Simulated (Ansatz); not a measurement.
# C2H8FNSi: rotation by 120° about the C1–C2 bond

How high is the barrier for the rotation by 120° about the C1–C2 bond? Relax the two ends, then run a nudged elastic band between them. SMILES of the start: CC(F)[SiH2]N.

Program: Ansatz 0.2.0. Level of theory: RKS PBE-D4/def2-SVP. These are calculated values, not measurements.

1 further run of the same task is left out (it didn't finish).

### 1 The structure to begin with

Bond lengths: C1–C2 1.490 Å, C2–F3 1.355 Å, C2–Si4 1.874 Å, Si4–N5 1.723 Å, C1–H6 1.103 Å, C1–H7 1.143 Å, C1–H8 1.045 Å, C2–H9 1.138 Å, Si4–H10 1.403 Å, Si4–H11 1.515 Å, N5–H12 1.001 Å, N5–H13 1.065 Å. Angles (14 of 21 angles, heavy atoms first): C1–C2–F3 104.7°, C1–C2–Si4 120.6°, F3–C2–Si4 107.0°, C2–Si4–N5 112.6°, C1–C2–H9 107.5°, F3–C2–H9 108.4°, Si4–C2–H9 108.2°, C2–C1–H6 112.1°, C2–C1–H7 109.4°, C2–C1–H8 112.4°, C2–Si4–H10 114.8°, C2–Si4–H11 108.9°, N5–Si4–H10 107.2°, N5–Si4–H11 100.4°.

Structure file:

```xyz
13

C    -0.6884   -0.9989    1.2527
C     0.6022   -0.6568    0.5916
F     1.1697   -1.8539    0.3077
Si    0.6279    0.3499   -0.9885
N    -0.1801    1.8623   -0.8243
H    -1.3819   -1.5143    0.5664
H    -1.2385   -0.0367    1.5313
H    -0.5522   -1.5473    2.1317
H     1.2504   -0.1266    1.3615
H     1.9081    0.6174   -1.4955
H    -0.2605   -0.3250   -2.0136
H     0.0041    2.4153   -1.6379
H    -1.2403    1.7797   -0.7684
```

### 2 End point A

Input file input.yaml:

```yaml
crystal:
  periodic: [false, false, false]
  atoms:
    - { symbol: C, position_ang: [-0.6884, -0.9989, 1.2527] }
    - { symbol: C, position_ang: [0.6022, -0.6568, 0.5916] }
    - { symbol: F, position_ang: [1.1697, -1.8539, 0.3077] }
    - { symbol: Si, position_ang: [0.6279, 0.3499, -0.9885] }
    - { symbol: "N", position_ang: [-0.1801, 1.8623, -0.8243] }
    - { symbol: H, position_ang: [-1.3819, -1.5143, 0.5664] }
    - { symbol: H, position_ang: [-1.2385, -0.0367, 1.5313] }
    - { symbol: H, position_ang: [-0.5522, -1.5473, 2.1317] }
    - { symbol: H, position_ang: [1.2504, -0.1266, 1.3615] }
    - { symbol: H, position_ang: [1.9081, 0.6174, -1.4955] }
    - { symbol: H, position_ang: [-0.2605, -0.325, -2.0136] }
    - { symbol: H, position_ang: [0.0041, 2.4153, -1.6379] }
    - { symbol: H, position_ang: [-1.2403, 1.7797, -0.7684] }
basis:
  gaussian: { orbitals: def2-SVP }
hamiltonian:
  xc: pbe
  dispersion: d4
relax:
  f_tol: 0.015
  max_steps: 40
```

Started as:

```sh
$ ansatz run input.yaml --threads 2 --pin off --max-ram 3072MiB --backend cpu --events-out ev --progress --plain --runs-dir out
```

What it wrote, cut to the lines that bear on the results:

```text
Warning: RAYON_NUM_THREADS=2 ignored (pool sized by the plan → 2); use --threads N
[...]
Functional definition: PBE
[...]
1296 factors; their error is unknown
[...]
mean field -14269.72196113 eV, -524.4026097067 hartree, gradient 3.1e-5 eV, S^2 0.000000; 0 other end points of the search recorded, 0 dependent functions left out
[...]
reference -14269.72199690 eV, -524.4026110212 hartree; 25, 25 occupied and 89, 89 virtual orbitals, 1296 factors
relax step   1: F+E_penalty+E_count = -14269.96887850 eV  Δ(F+E_penalty+E_count) = +0.000e0 eV  max|allowed force component| = 3.019e0 eV/Å  Δτ_max = 0.0000 Å  (28 SCF iters, accepted)
[...]
relax step   3: F+E_penalty+E_count = -14270.60522252 eV  Δ(F+E_penalty+E_count) = -7.654e-2 eV  max|allowed force component| = 4.030e-1 eV/Å  Δτ_max = 0.0891 Å  (30 SCF iters, accepted)
[...]
relax step   5: F+E_penalty+E_count = -14270.62075912 eV  Δ(F+E_penalty+E_count) = -1.554e-2 eV  max|allowed force component| = 1.546e-1 eV/Å  Δτ_max = 0.0665 Å  (30 SCF iters, accepted)
[...]
relax step   7: F+E_penalty+E_count = -14270.62430417 eV  Δ(F+E_penalty+E_count) = -3.545e-3 eV  max|allowed force component| = 3.655e-2 eV/Å  Δτ_max = 0.0485 Å  (28 SCF iters, accepted)
[...]
relax step   9: F+E_penalty+E_count = -14270.62479479 eV  Δ(F+E_penalty+E_count) = -5.830e-5 eV  max|allowed force component| = 5.552e-2 eV/Å  Δτ_max = 0.0092 Å  (31 SCF iters, accepted)
[...]
1296 factors; their error is unknown
[...]
mean field -14270.37863601 eV, -524.4267420634 hartree, gradient 2.1e-5 eV, S^2 0.000000; 1 other end points of the search recorded, 0 dependent functions left out
[...]
reference -14270.37867259 eV, -524.4267434075 hartree; 25, 25 occupied and 89, 89 virtual orbitals, 1296 factors
Total energy: -14270.62493752 eV, -524.4357934770 hartree
Atom 0 at    -0.726503    -0.936262     1.233298 Å, force    -0.000735     0.001326     0.001401 eV/Å
Atom 1 at     0.621760    -0.661668     0.588380 Å, force    -0.002607     0.000965    -0.003609 eV/Å
Atom 2 at     1.271996    -1.884112     0.313335 Å, force     0.003667    -0.000903    -0.000047 eV/Å
Atom 3 at     0.529332     0.288860    -1.073603 Å, force    -0.001721    -0.008125    -0.002946 eV/Å
Atom 4 at    -0.260718     1.830436    -0.821690 Å, force     0.005193     0.011118     0.000346 eV/Å
Atom 5 at    -1.390170    -1.506064     0.550304 Å, force     0.001007     0.001068     0.000425 eV/Å
Atom 6 at    -1.225356     0.020813     1.491931 Å, force    -0.002092    -0.000369     0.001745 eV/Å
Atom 7 at    -0.608750    -1.525246     2.166520 Å, force    -0.000921     0.001886    -0.000131 eV/Å
Atom 8 at     1.266570    -0.091821     1.298411 Å, force     0.000179    -0.002505    -0.001784 eV/Å
Atom 9 at     1.919181     0.588397    -1.560054 Å, force    -0.000124     0.001765     0.000164 eV/Å
Atom 10 at    -0.150680    -0.640568    -2.055000 Å, force     0.002363    -0.000666     0.002040 eV/Å
Atom 11 at     0.053387     2.623061    -1.386986 Å, force    -0.001491    -0.002061     0.003216 eV/Å
Atom 12 at    -1.279548     1.859272    -0.730147 Å, force    -0.002717    -0.003498    -0.000821 eV/Å
Dipole moment:    -0.344392     0.449042    -0.002990 e Å
```

Wall time 21 s (2 threads of Intel Xeon at 2.80GHz (Skylake/Cascade Lake), shared host); peak memory 0.18 GiB.

Step by step:

```tsv
step	energy from step 1 (eV)	largest force component (eV/Å)
1	0.0000	3.0188
2	-0.5598	0.7461
3	-0.6363	0.4030
4x	-0.6209	0.5807
5	-0.6519	0.1546
6x	-0.6437	0.4367
7	-0.6554	0.0366
8	-0.6559	0.0360
9	-0.6559	0.0555
10	-0.6560	0.0111
```

Step 1 is the start. 2 steps were tried and not accepted (marked x).

After: Bond lengths: C1–C2 1.520 Å, C2–F3 1.412 Å, C2–Si4 1.917 Å, Si4–N5 1.750 Å, C1–H6 1.110 Å, C1–H7 1.110 Å, C1–H8 1.110 Å, C2–H9 1.116 Å, Si4–H10 1.503 Å, Si4–H11 1.513 Å, N5–H12 1.023 Å, N5–H13 1.023 Å. Angles (14 of 21 angles, heavy atoms first): C1–C2–F3 109.6°, C1–C2–Si4 114.5°, F3–C2–Si4 106.4°, C2–Si4–N5 109.5°, C1–C2–H9 109.6°, F3–C2–H9 107.5°, Si4–C2–H9 109.1°, C2–C1–H6 111.2°, C2–C1–H7 110.0°, C2–C1–H8 111.0°, C2–Si4–H10 109.6°, C2–Si4–H11 106.2°, N5–Si4–H10 106.8°, N5–Si4–H11 115.6°.

### 3 End point B

The second end starts from a geometry with the move made by hand.

Input file input.yaml:

```yaml
crystal:
  periodic: [false, false, false]
  atoms:
    - { symbol: C, position_ang: [-0.6884, -0.9989, 1.2527] }
    - { symbol: C, position_ang: [0.6022, -0.6568, 0.5916] }
    - { symbol: F, position_ang: [0.24726, 0.05468, -0.50545] }
    - { symbol: Si, position_ang: [1.90231, 0.34412, 1.49642] }
    - { symbol: "N", position_ang: [2.36725, -0.37132, 2.9928] }
    - { symbol: H, position_ang: [-1.3819, -1.5143, 0.5664] }
    - { symbol: H, position_ang: [-1.2385, -0.0367, 1.5313] }
    - { symbol: H, position_ang: [-0.5522, -1.5473, 2.1317] }
    - { symbol: H, position_ang: [1.07883, -1.6309, 0.24813] }
    - { symbol: H, position_ang: [3.07727, 0.57936, 0.76728] }
    - { symbol: H, position_ang: [1.27303, 1.63022, 1.99193] }
    - { symbol: H, position_ang: [3.16728, 0.11479, 3.34681] }
    - { symbol: H, position_ang: [1.62651, -0.29594, 3.75411] }
basis:
  gaussian: { orbitals: def2-SVP }
hamiltonian:
  xc: pbe
  dispersion: d4
relax:
  f_tol: 0.015
  max_steps: 40
```

Started as:

```sh
$ ansatz run input.yaml --threads 2 --pin off --max-ram 3072MiB --backend cpu --events-out ev --progress --plain --runs-dir out
```

What it wrote, cut to the lines that bear on the results:

```text
Warning: RAYON_NUM_THREADS=2 ignored (pool sized by the plan → 2); use --threads N
[...]
[... 1 set-up line as earlier in the session ...]
[...]
1296 factors; their error is unknown
[...]
mean field -14269.72169600 eV, -524.4025999634 hartree, gradient 3.2e-5 eV, S^2 0.000000; 0 other end points of the search recorded, 0 dependent functions left out
[...]
reference -14269.72173177 eV, -524.4026012776 hartree; 25, 25 occupied and 89, 89 virtual orbitals, 1296 factors
relax step   1: F+E_penalty+E_count = -14269.96812339 eV  Δ(F+E_penalty+E_count) = +0.000e0 eV  max|allowed force component| = 2.172e0 eV/Å  Δτ_max = 0.0000 Å  (29 SCF iters, accepted)
[...]
relax step   4: F+E_penalty+E_count = -14270.48678340 eV  Δ(F+E_penalty+E_count) = +1.166e-1 eV  max|allowed force component| = 9.694e-1 eV/Å  Δτ_max = 0.1989 Å  (36 SCF iters, rejected (line search))
[...]
Atom 3 at     1.831285     0.456652     1.541517 Å, force     0.002808    -0.004862     0.001581 eV/Å
Atom 4 at     2.260665    -0.357983     3.031199 Å, force     0.004218     0.007666     0.004709 eV/Å
Atom 5 at    -1.362415    -1.568248     0.656867 Å, force     0.000061    -0.000480     0.000018 eV/Å
Atom 6 at    -1.215798    -0.051474     1.605910 Å, force    -0.000157    -0.000724     0.000551 eV/Å
Atom 7 at    -0.446216    -1.567595     2.201426 Å, force    -0.000448     0.000252    -0.000754 eV/Å
Atom 8 at     1.118649    -1.576461     0.249147 Å, force     0.000563     0.001508     0.000168 eV/Å
Atom 9 at     3.102462     0.623740     0.757761 Å, force     0.000349     0.001538    -0.000329 eV/Å
Atom 10 at     1.165382     1.805775     1.700937 Å, force     0.000021    -0.000605     0.000846 eV/Å
Atom 11 at     3.208184    -0.218071     3.391349 Å, force    -0.010488    -0.002968    -0.003638 eV/Å
Atom 12 at     1.596162    -0.348058     3.809843 Å, force     0.004329    -0.000890    -0.004423 eV/Å
Dipole moment:     0.084184    -0.154499     0.536318 e Å
```

Run time: 26 s. Hardware: 2 threads of Intel Xeon at 2.80GHz (Skylake/Cascade Lake), shared host; peak memory 0.18 GiB.

The steps of the relaxation:

```tsv
step	energy from step 1 (eV)	largest force component (eV/Å)
1	0.0000	2.1717
2	-0.5556	0.8710
3	-0.6353	0.3398
4x	-0.5187	0.9694
5	-0.6492	0.1571
6x	-0.6169	0.7341
7	-0.6555	0.0497
8	-0.6560	0.0658
9	-0.6562	0.0295
10	-0.6565	0.0255
11	-0.6567	0.0360
12	-0.6568	0.0165
13	-0.6568	0.0105
```

Step 1 is the start. 2 steps were tried and not accepted (marked x).

After: Bond lengths: C1–C2 1.520 Å, C2–F3 1.412 Å, C2–Si4 1.917 Å, Si4–N5 1.751 Å, C1–H6 1.110 Å, C1–H7 1.110 Å, C1–H8 1.110 Å, C2–H9 1.116 Å, Si4–H10 1.503 Å, Si4–H11 1.513 Å, N5–H12 1.023 Å, N5–H13 1.024 Å. Angles (14 of 21 angles, heavy atoms first): C1–C2–F3 109.6°, C1–C2–Si4 114.5°, F3–C2–Si4 106.5°, C2–Si4–N5 109.3°, C1–C2–H9 109.5°, F3–C2–H9 107.4°, Si4–C2–H9 109.0°, C2–C1–H6 111.0°, C2–C1–H7 111.2°, C2–C1–H8 110.0°, C2–Si4–H10 109.6°, C2–Si4–H11 106.3°, N5–Si4–H10 106.7°, N5–Si4–H11 115.7°.

### 4 Nudged elastic band

crystal.atoms is end A as relaxed above, and neb.final_atoms is end B, turned to lie on A. With 5 inner images the band has 7 in all. The start path is listed, through a guess of the saddle.

Input file input.yaml:

```yaml
crystal:
  periodic: [false, false, false]
  atoms:
    - { symbol: C, position_ang: [-0.726503, -0.936262, 1.233298] }
    - { symbol: C, position_ang: [0.62176, -0.661668, 0.58838] }
    - { symbol: F, position_ang: [1.271996, -1.884112, 0.313335] }
    - { symbol: Si, position_ang: [0.529332, 0.28886, -1.073603] }
    - { symbol: "N", position_ang: [-0.260718, 1.830436, -0.82169] }
    - { symbol: H, position_ang: [-1.39017, -1.506064, 0.550304] }
    - { symbol: H, position_ang: [-1.225356, 0.020813, 1.491931] }
    - { symbol: H, position_ang: [-0.60875, -1.525246, 2.16652] }
    - { symbol: H, position_ang: [1.26657, -0.091821, 1.298411] }
    - { symbol: H, position_ang: [1.919181, 0.588397, -1.560054] }
    - { symbol: H, position_ang: [-0.15068, -0.640568, -2.055] }
    - { symbol: H, position_ang: [0.053387, 2.623061, -1.386986] }
    - { symbol: H, position_ang: [-1.279548, 1.859272, -0.730147] }
basis:
  gaussian: { orbitals: def2-SVP }
hamiltonian:
  xc: pbe
  dispersion: d4
neb:
  order_check: false
  images: 5
  f_tol: 0.05
  max_iterations: 60
  final_atoms:
    - { symbol: C, position_ang: [-0.73803405, -0.96981982, 1.19628212] }
    - { symbol: C, position_ang: [0.60137395, -0.73806518, 0.51657166] }
    - { symbol: F, position_ang: [1.16029722, -1.97697685, 0.13527082] }
    - { symbol: Si, position_ang: [0.51129047, 0.33029641, -1.07214469] }
    - { symbol: "N", position_ang: [-0.18096441, 1.89125662, -0.68312509] }
    - { symbol: H, position_ang: [-0.62592771, -1.62655902, 2.08380159] }
    - { symbol: H, position_ang: [-1.46174952, -1.44928964, 0.50495391] }
    - { symbol: H, position_ang: [-1.16331516, -0.00276133, 1.53646321] }
    - { symbol: H, position_ang: [1.30728197, -0.26035755, 1.23634923] }
    - { symbol: H, position_ang: [1.8997248, 0.58850828, -1.58562259] }
    - { symbol: H, position_ang: [-0.25045663, -0.4887408, -2.09091543] }
    - { symbol: H, position_ang: [0.15483429, 2.7024838, -1.20869653] }
    - { symbol: H, position_ang: [-1.19385423, 1.96512308, -0.5544892] }
  initial_path:
    images:
      - { positions_ang: [[-0.726503, -0.936262, 1.233298], [0.62176, -0.661668, 0.58838], [1.271996, -1.884112, 0.313335], [0.529332, 0.28886, -1.073603], [-0.260718, 1.830436, -0.82169], [-1.39017, -1.506064, 0.550304], [-1.225356, 0.020813, 1.491931], [-0.60875, -1.525246, 2.16652], [1.26657, -0.091821, 1.298411], [1.919181, 0.588397, -1.560054], [-0.15068, -0.640568, -2.055], [0.053387, 2.623061, -1.386986], [-1.279548, 1.859272, -0.730147]] }
      - { positions_ang: [[-0.7149151, -0.96172759, 1.23496399], [0.61046658, -0.6783366, 0.57127683], [1.20379819, -1.89699258, 0.26361926], [0.55547174, 0.31860402, -1.04473931], [-0.20621856, 1.86175442, -0.78301831], [-1.24356496, -1.69876022, 0.76261851], [-1.33455981, -0.15068535, 1.22633779], [-0.63715662, -1.24076707, 2.18637895], [1.27779092, -0.149429, 1.29995814], [1.90579511, 0.59118626, -1.55269858], [-0.22181141, -0.48860139, -2.03802628], [0.06413787, 2.58533194, -1.42350344], [-1.23873295, 1.87352116, -0.68846855]] }
      - { positions_ang: [[-0.7033272, -0.98719318, 1.23662997], [0.59917316, -0.6950052, 0.55417367], [1.13560038, -1.90987316, 0.21390351], [0.58161148, 0.34834803, -1.01587562], [-0.15171912, 1.89307284, -0.74434662], [-1.09695991, -1.89145644, 0.97493302], [-1.44376362, -0.32218369, 0.96074457], [-0.66556325, -0.95628814, 2.2062379], [1.28901183, -0.207037, 1.30150528], [1.89240922, 0.59397552, -1.54534315], [-0.29294282, -0.33663478, -2.02105255], [0.07488874, 2.54760288, -1.46002088], [-1.19791789, 1.88777031, -0.6467901]] }
      - { positions_ang: [[-0.6917393, -1.01265877, 1.23829596], [0.58787974, -0.71167379, 0.5370705], [1.06740257, -1.92275374, 0.16418777], [0.60775122, 0.37809205, -0.98701193], [-0.09721969, 1.92439126, -0.70567493], [-0.95035487, -2.08415266, 1.18724753], [-1.55296744, -0.49368204, 0.69515136], [-0.69396987, -0.67180921, 2.22609685], [1.30023275, -0.264645, 1.30305242], [1.87902334, 0.59676478, -1.53798773], [-0.36407422, -0.18466817, -2.00407883], [0.08563961, 2.50987382, -1.49653832], [-1.15710284, 1.90201947, -0.60511165]] }
      - { positions_ang: [[-0.70717088, -0.99837912, 1.22429135], [0.59237781, -0.72047092, 0.53023756], [1.09836745, -1.94082811, 0.15454879], [0.57559764, 0.36216017, -1.01538952], [-0.1251346, 1.91334638, -0.69815831], [-0.84221248, -1.93162144, 1.48609888], [-1.52256146, -0.8122179, 0.63175221], [-0.8504183, -0.44879325, 1.99621897], [1.30258249, -0.26321585, 1.28081802], [1.88592383, 0.59401261, -1.55386601], [-0.32620169, -0.28602571, -2.03302436], [0.1087045, 2.57407715, -1.40059106], [-1.1693533, 1.92305401, -0.5882375]] }
      - { positions_ang: [[-0.72260246, -0.98409947, 1.21028673], [0.59687588, -0.72926805, 0.52340461], [1.12933234, -1.95890248, 0.1449098], [0.54344405, 0.34622829, -1.0437671], [-0.1530495, 1.9023015, -0.6906417], [-0.7340701, -1.77909023, 1.78495024], [-1.49215549, -1.13075377, 0.56835306], [-1.00686673, -0.22577729, 1.76634109], [1.30493223, -0.2617867, 1.25858362], [1.89282432, 0.59126045, -1.5697443], [-0.28832916, -0.38738326, -2.0619699], [0.13176939, 2.63828047, -1.3046438], [-1.18160376, 1.94408854, -0.57136335]] }
      - { positions_ang: [[-0.73803405, -0.96981982, 1.19628212], [0.60137395, -0.73806518, 0.51657166], [1.16029722, -1.97697685, 0.13527082], [0.51129047, 0.33029641, -1.07214469], [-0.18096441, 1.89125662, -0.68312509], [-0.62592771, -1.62655902, 2.08380159], [-1.46174952, -1.44928964, 0.50495391], [-1.16331516, -0.00276133, 1.53646321], [1.30728197, -0.26035755, 1.23634923], [1.8997248, 0.58850828, -1.58562259], [-0.25045663, -0.4887408, -2.09091543], [0.15483429, 2.7024838, -1.20869653], [-1.19385423, 1.96512308, -0.5544892]] }
```

Started as:

```sh
$ ansatz run input.yaml --threads 2 --pin off --max-ram 3072MiB --backend cpu --events-out ev --progress --plain --runs-dir out
```

What it wrote, cut to the lines that bear on the results:

```text
Warning: RAYON_NUM_THREADS=2 ignored (pool sized by the plan → 2); use --threads N
[...]
[... 1 set-up line as earlier in the session ...]
[...]
1296 factors; their error is unknown
[...]
mean field -14270.37860176 eV, -524.4267408046 hartree, gradient 2.5e-5 eV, S^2 0.000000; 0 other end points of the search recorded, 0 dependent functions left out
[...]
reference -14270.37863790 eV, -524.4267421328 hartree; 25, 25 occupied and 89, 89 virtual orbitals, 1296 factors
1296 factors; their error is unknown
[...]
mean field -14270.37849781 eV, -524.4267369847 hartree, gradient 2.6e-5 eV, S^2 0.000000; 0 other end points of the search recorded, 0 dependent functions left out
[...]
reference -14270.37853415 eV, -524.4267383201 hartree; 25, 25 occupied and 89, 89 virtual orbitals, 1296 factors
NEB end point (image 0): max|allowed force component| = 1.115e-2 eV/Å (the criterion of neb.relax_end_points is 1.000e-2)
[...]
reference -14270.34224320 eV, -524.4254046521 hartree; 25, 25 occupied and 89, 89 virtual orbitals, 1296 factors
[...]
1296 factors; their error is unknown
mean field -14270.25785302 eV, -524.4223033704 hartree, gradient 2.0e-5 eV, S^2 0.000000; 0 other end points of the search recorded, 0 dependent functions left out
[...]
reference -14270.25788980 eV, -524.4223047219 hartree; 25, 25 occupied and 89, 89 virtual orbitals, 1296 factors
[...]
1296 factors; their error is unknown
mean field -14270.20708009 eV, -524.4204374995 hartree, gradient 2.1e-5 eV, S^2 0.000000; 0 other end points of the search recorded, 0 dependent functions left out
[...]
reference -14270.20711711 eV, -524.4204388599 hartree; 25, 25 occupied and 89, 89 virtual orbitals, 1296 factors
[...]
1296 factors; their error is unknown
[...]
mean field -14270.25396311 eV, -524.4221604188 hartree, gradient 2.0e-5 eV, S^2 0.000000; 0 other end points of the search recorded, 0 dependent functions left out
[...]
reference -14270.25400028 eV, -524.4221617846 hartree; 25, 25 occupied and 89, 89 virtual orbitals, 1296 factors
```

### 5 More of the same log: band between the two ends

Output, continued, cut to the lines that bear on the results:

```text
[...]
1296 factors; their error is unknown
mean field -14270.33856808 eV, -524.4252695940 hartree, gradient 1.8e-5 eV, S^2 0.000000; 0 other end points of the search recorded, 0 dependent functions left out
[...]
reference -14270.33860515 eV, -524.4252709563 hartree; 25, 25 occupied and 89, 89 virtual orbitals, 1296 factors
NEB iter   3: max|band force component| = 3.768e-1 eV/Å  barrier→ = 0.1735 eV  barrier← = 0.1735 eV  CI = image 3  Δτ_max = 0.0351 Å  (147 SCF iters)
[...]
NEB iter   6: max|band force component| = 9.649e-2 eV/Å  barrier→ = 0.1580 eV  barrier← = 0.1580 eV  CI = image 3  Δτ_max = 0.0081 Å  (153 SCF iters)
[...]
NEB iter   7: max|band force component| = 3.640e-2 eV/Å  barrier→ = 0.1575 eV  barrier← = 0.1576 eV  CI = image 3  Δτ_max = 0.0000 Å  (301 SCF iters)
Total energy: -14270.46736950 eV, -524.4300029590 hartree
[...]
Atom 4 at    -0.137675     1.905994    -0.702952 Å, force    -0.001716    -0.015847     0.007749 eV/Å
Atom 5 at    -0.937062    -2.052011     1.175415 Å, force    -0.001492    -0.002627     0.002487 eV/Å
Atom 6 at    -1.607604    -0.477584     0.682407 Å, force     0.002111    -0.000641     0.001924 eV/Å
Atom 7 at    -0.775906    -0.635500     2.261455 Å, force     0.000068     0.000784     0.005980 eV/Å
Atom 8 at     1.301362    -0.208426     1.242828 Å, force     0.002304     0.003670     0.005474 eV/Å
Atom 9 at     1.894505     0.548745    -1.632175 Å, force     0.000422     0.000558     0.000967 eV/Å
Atom 10 at    -0.276848    -0.509786    -2.062347 Å, force     0.001796     0.004399    -0.004595 eV/Å
Atom 11 at     0.119801     2.683694    -1.315817 Å, force     0.002241     0.001799    -0.004240 eV/Å
Atom 12 at    -1.127323     1.984298    -0.452979 Å, force    -0.000313     0.007050    -0.005482 eV/Å
Dipole moment:    -0.345858     0.433769     0.059897 e Å
this run last wrote the band of iteration 7 to <dir>
```

It took 69 s on 2 threads of Intel Xeon at 2.80GHz (Skylake/Cascade Lake), shared host; peak memory 0.17 GiB.

[end of part 1 of 2]
